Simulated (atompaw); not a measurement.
# Rubidium: generating and testing a PAW (atompaw) potential

Do these settings give a usable potential? It is generated, then checked for scattering, ghosts and hardness.

Program: atompaw 4.2.0.5. Reference atom: LDA (PW92), scalar-relativistic, spherical and spin-unpolarised. All values are calculated.

## (1) The design

The settings as typed:

| Quantity | Value |
| --- | --- |
| element | rubidium (Rb, Z = 37) |
| type | PAW |
| frozen core | [Kr] |
| valence charge | 1 |
| reference configuration | 5s1 5p0 |
| partial waves | 5s (bound): rc 3.00 bohr; 5s channel at 0.15 Ry: rc 3.00 bohr; 5p (bound, empty): rc 2.35 bohr; 5p channel at 0.6 Ry: rc 3.00 bohr; 4d channel at -0.05 Ry: rc 3.00 bohr |
| local potential | vpsmatchnc scheme with l = 3 at 0 Ry, radius 2.50 bohr |
| core correction | smooth core density matched at 2.90 bohr |
| augmentation charge | sinc compensation charge, radius 2.25 bohr; PAW radius 3.00 bohr; waves and projectors: custom polynom vanderbiltortho |

An earlier all-electron run gives the scale for the radii.

All-electron outer shells of the reference configuration (LDA (PW92), scalar-relativistic, ld1.x):

| shell | level (eV) | outermost node (bohr) | outermost maximum (bohr) |
| --- | --- | --- | --- |
| 4p | -16.03 | 0.64 | 1.42 |
| 5s | -2.36 | 1.79 | 4.22 |
| 5p | -0.79 | 2.20 | 6.14 |
| 4d | -0.03 | 0.70 | 6.45 |

## (2) Generation

Contents of Rb.input:

```
Rb 37
LDA-PW scalarrelativistic loggrid 1500 logderivrange -2 5 176
5 5 3 0 0 0
5 0 1
5 1 0
0 0 0
c
c
c
c
v
c
c
c
v
c
2
3.00 2.25 2.50 2.90
y
0.15
n
y
0.6
n
y
-0.05
n
custom polynom vanderbiltortho sinc
3 0 vpsmatchnc
3.00
3.00
2.35
3.00
3.00
PWSCFOUT
UPFDX 0.0125d0 UPFXMIN -7.d0 UPFZMESH 37.d0
END
```

Run with:

```sh
$ atompaw < Rb.input > Rb.log
```

What does the calculation give? Wanted: cutoffs for 10 and 1 mRy, occupied levels; bound ghosts; largest phase difference near zero energy, channels read; lowest eigenvalue of the overlap; share of valence orbitals outside the PAW sphere; UPF file.

The runs gave:

| quantity | value |
| --- | --- |
| cutoffs for 10 and 1 mRy, occupied levels | 6 Ry or less and 6 Ry or less |
| bound ghosts | s at -33.34 eV, p at -18.70 eV |
| largest phase difference near zero energy, channels read | 2.948 rad |
| lowest eigenvalue of the overlap (Bessel basis) | 0.158 (p) |
| share of valence orbitals outside the PAW sphere | 5s 89 %, 5p 97 % |
| UPF file | written |

**Reading.** It has a bound ghost (s, p), a state that the atom doesn't have, and that rules the file out. Close by lies the frozen 4s level (-32.0 eV). The potential is soft on the atom at that tolerance: the looser tolerance needs 6 Ry or less. That counts occupied waves only; other projectors can need more. Near zero energy the largest phase difference among the channels read is 2.95 rad, in the d channel. A step near π is an extra or missing state, not a misfit of shape. The pseudo curves have a pole with no partner nearby in the atom's: d at 0.16 Ry. At positive energy that is a spurious or a displaced resonance. These are tests on the free atom; a crystal test is still owed.
